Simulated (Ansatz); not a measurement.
This script makes an atomisation energy of CH2NOSb, SMILES [OH][Sb]1[CH]=[N]1 with Ansatz's Python interface.

The script reads `ch2nosb.xyz`:
```text
6

O    -1.30970    0.17160   -1.01900
Sb    0.51430   -0.54710   -1.05590
C     0.69860   -0.12970    0.87720
N     0.33950   -1.39880    0.70390
H    -1.22980    1.18660   -1.14660
H     1.02930    0.65330    1.59410
```

`ch2nosb_tae.py`
```python
# -*- coding: utf-8 -*-
from collections import Counter
from dataclasses import dataclass

import ansatz as az


@dataclass
class Options:
    basis_set: str = 'def2-SVP'
    xc: str = 'pbe0'


cfg = Options()


def single_point(molecule, charge=0, unpaired=0):
    calc = (
        molecule.calculation()
        .basis(gaussian=cfg.basis_set)
        .functional(cfg.xc)
        .accuracy('high')
    )
    if charge:
        calc = calc.charge(charge)
    if unpaired:
        calc = calc.spin('collinear', total=unpaired)
    return calc.run(threads=1).report['free_energy_ev']

system = az.Crystal.molecule_from_extxyz('ch2nosb.xyz')

unpaired = {'O': 2, 'Sb': 3, 'C': 2, 'N': 3, 'H': 1}
counts = Counter(site.symbol for site in system.cartesian_sites)
atom_energy = {s: single_point(az.Crystal.molecule().atom(s, (0, 0, 0)), 0, unpaired[s]) for s in counts}
whole = single_point(system, 0, 0)
for s, e in atom_energy.items():
    print(f'{s:2s} x{counts[s]}  {e:14.5f} eV')
print(f'CH2NOSb: {whole:.5f} eV')
split = sum(counts[s] * e for s, e in atom_energy.items()) - whole
print(f'atomisation energy (no zero-point term): {96.485332 * split:.1f} kJ/mol, {split / sum(counts.values()):.3f} eV an atom')
```

What does it cost to take this molecule apart into atoms?

1933.0 kJ/mol from the electronic energies, without the zero-point term.

The run itself:

`python ch2nosb_tae.py` gives:
```text
O  x1     -2038.81032 eV
Sb x1     -6536.66925 eV
C  x1     -1027.52001 eV
N  x1     -1482.44855 eV
H  x2       -13.61361 eV
CH2NOSb: -11132.70926 eV
atomisation energy (no zero-point term): 1933.0 kJ/mol, 3.339 eV an atom
```

What to keep in mind:
- The settings weren't tested for convergence.
- The geometry is a force-field or estimated start, not a minimum of this method, and the basis set is short of its limit. All parts are taken at fixed geometry, without zero-point energy.
- def2 sets replace the cores of elements past krypton by effective core potentials.
- The spin-orbit lowering of heavy atoms is left out.
- Finished in 9.6 s on 1 thread of Intel(R) Xeon(R) Processor @ 2.30GHz, with other jobs on the host, peak memory 0.36 GiB.
